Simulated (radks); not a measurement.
# Ti⁴⁺ in [Ar]: an all-electron calculation

An exercise on one series of results from a longer session: the logs are not shown, and one member is left open.

The numbers are computed with radks (a radial shooting solver on a logarithmic mesh, Libxc functionals) version 1 (scalar-relativistic Kohn-Sham, SCAN, spin-polarised, spherical densities, finite nucleus), except any that are marked as measured or tabulated.

## The system

| Item | Value |
| --- | --- |
| element | titanium (Z = 22) |
| charge | +4 |
| electrons | 18 |
| configuration | [Ar] |
| nuclear rms radius | 3.5921 fm |

Outer shells as boxes (Hund's rule):

Ti⁴⁺
```
[Ne] core
3s [↑↓]
3p [↑↓][↑↓][↑↓]
```

The first run:

Input:

```text
Z 22
configuration [Ar] 4s0 3d0
relativity scalar-relativistic
functional scan,scan
spin polarised
nucleus finite rms 3.5921 fm
c 137.035999084
```

One table of the session follows, with a row left open; its other results are not shown here.

It belongs to the step «Shells». From the orbitals of this run (lengths in bohr):

```
level      <r>  outermost maximum (interpolated)  90 % within  nodes
   1s  0.06961                            0.0456        0.124      0
   2s   0.3238                             0.268        0.503      1
   2p   0.2894                             0.220        0.475      0
   3s   0.9758                             0.858         1.45      2
   3p    1.027                             0.883         1.56      1
   3d    1.138                             0.884         1.83      0
   4s        ?                                 ?            ?      ?
```

Estimate the missing values for 4s.

**Answer.** <r>: 2.446; outermost maximum (interpolated): 2.25; 90 % within: 3.54; nodes: 3. In the column «<r>» it is the highest.
